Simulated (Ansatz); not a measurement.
# PBE0/6-311+G(d,p) run of SiN2H6 (SMILES NN[SiH3])

What is the electronic atomisation energy of SiN2H6 at PBE0/6-311+G**? 

The results are computed with Ansatz 0.2.0.

38 further runs of the same task are left out: 38 set aside as unsound or not needed.

### Step 1. The system as given

SiN2H6: 9 atoms, total charge 0, spin state singlet. SMILES: `NN[SiH3]`. The shape is that of a PBE0-D4/def2-TZVP optimisation. This is one conformer, not always the lowest.

Bond lengths: N1–N2 1.407 Å, N2–Si3 1.714 Å, N1–H4 1.014 Å, N1–H5 1.013 Å, N2–H6 1.005 Å, Si3–H7 1.494 Å, Si3–H8 1.491 Å, Si3–H9 1.486 Å. Some angles: N1–N2–Si3 123.5°, N1–N2–H6 112.1°, Si3–N2–H6 123.5°, N2–N1–H4 110.8°, N2–N1–H5 110.1°, N2–Si3–H7 112.3°, N2–Si3–H8 110.9°, N2–Si3–H9 107.1°, H4–N1–H5 108.5°, H7–Si3–H8 106.4°.

### Step 2. A single-point energy at PBE0/6-311+G(d,p)

input.yaml reads:

```yaml
crystal:
  periodic: [false, false, false]
  atoms:
    - {symbol: "N", position_ang: [-0.558800, 0.925000, -1.203100]}
    - {symbol: "N", position_ang: [-0.285500, 0.708200, 0.159700]}
    - {symbol: Si, position_ang: [0.408400, -0.736600, 0.767500]}
    - {symbol: H, position_ang: [0.267900, 0.761300, -1.767500]}
    - {symbol: H, position_ang: [-1.290500, 0.297600, -1.515600]}
    - {symbol: H, position_ang: [-0.377500, 1.549300, 0.701800]}
    - {symbol: H, position_ang: [1.729200, -1.040000, 0.139600]}
    - {symbol: H, position_ang: [-0.469800, -1.907300, 0.484500]}
    - {symbol: H, position_ang: [0.576500, -0.557300, 2.233000]}
basis:
  gaussian: {orbitals: 6-311+G_st__st_-spherical.json}
hamiltonian: {xc: pbe0}
accuracy: high
output: {orbitals: {seedname: orbitals}}
```

The basis set 6-311+G** is read from a file made from the Basis Set Exchange's data (not shown).

Run with:

```console
$ ansatz run input.yaml --threads 1 --pin off --max-ram 3480MiB --events-out events.jsonl --progress --plain --runs-dir runs
```

Log:

```text
Warning: RAYON_NUM_THREADS=1 ignored (pool sized by the plan → 1); use --threads N
Functional definition: PBE0
  name "PBE0"
  parameter a = 0.25
  parameter kappa = 0.804
  parameter beta = 0.06672455060314922
  exchange = (1 - a)*pbe_x(kappa = kappa, mu = beta*pi^2/3) + a*exact_x
  correlation = pbe_c(beta = beta)
2142 factors; integrals over basis functions are off by at most 4.4e-9 eV
mean field evaluation 1: about -10942.0193 eV, gradient 5.8e1 eV
mean field evaluation 2: about -10931.4970 eV, gradient 8.8e1 eV
mean field evaluation 4: about -10948.6795 eV, gradient 2.3e0 eV
mean field evaluation 8: about -10948.8268 eV, gradient 1.4e-1 eV
mean field evaluation 16: about -10948.8269 eV, gradient 6.2e-6 eV
mean field -10948.82688226 eV, -402.3619665417 hartree, gradient 4.2e-8 eV, S^2 0.000000; 0 other end points of the search recorded, 0 dependent functions left out
reference -10948.82688667 eV, -402.3619667036 hartree; 17, 17 occupied and 93, 93 virtual orbitals, 2142 factors
Total energy: -10948.82688667 eV, -402.3619667036 hartree
```

It took 8.4 s on 1 thread of Arm Neoverse V2, shared host; peak memory 0.35 GiB.

### Step 3. The H atom at the same level

input.yaml reads:

```yaml
crystal:
  periodic: [false, false, false]
  atoms:
    - {symbol: H, position_ang: [0.000000, 0.000000, 0.000000]}
basis:
  gaussian: {orbitals: 6-311+G_st__st_.json}
hamiltonian: {xc: pbe0}
magnetization: {spin_polarized: true, initial_magnetization: 1}
accuracy: high
```

The basis set 6-311+G** is read from a file made from the Basis Set Exchange's data (not shown).

Run the same way, it converges to -0.50104 Eh (log not shown).

### Step 4. The N atom

job.yaml reads:

```yaml
crystal:
  periodic: [false, false, false]
  atoms:
    - symbol: "N"
      position_ang: [0.000000, 0.000000, 0.000000]
basis:
  gaussian:
    orbitals: 6-311+G_st__st_.json
magnetization:
  spin_polarized: true
  initial_magnetization: 3
hamiltonian:
  xc: {name: PBE0}
accuracy: high
```

The basis set 6-311+G** is read from a file made from the Basis Set Exchange's data (not shown).

Run the same way, it converges to -54.54033 Eh (log not shown).

### Step 5. The Si atom

run.yaml reads:

```yaml
crystal:
  periodic: [false, false, false]
  atoms:
    - {symbol: Si, position_ang: [0.000000, 0.000000, 0.000000]}
basis:
  gaussian:
    orbitals: 6-311+G_st__st_-spherical.json
magnetization:
  spin_polarized: true
  initial_magnetization: 2
accuracy: high
hamiltonian:
  xc: {name: PBE0}
```

The basis set 6-311+G** is read from a file made from the Basis Set Exchange's data (not shown).

Run the same way, it converges to -289.25067 Eh (log not shown).

### Step 6. What came out

At PBE0/6-311+G**:

```
                     quantity          value
       molecule: total energy  -402.36197 Eh
        molecule: HOMO energy       -7.05 eV
        molecule: LUMO energy       -0.09 eV
      molecule: HOMO–LUMO gap        6.96 eV
         H atom: total energy    -0.50104 Eh
                 H atom: ⟨S²⟩          0.750
         N atom: total energy   -54.54033 Eh
                 N atom: ⟨S²⟩          3.753
        Si atom: total energy  -289.25067 Eh
                Si atom: ⟨S²⟩          2.003
electronic atomisation energy      27.875 eV
```

Taking the molecule apart into free atoms costs 27.88 eV (643 kcal/mol), before zero-point energy and without spin-orbit coupling.
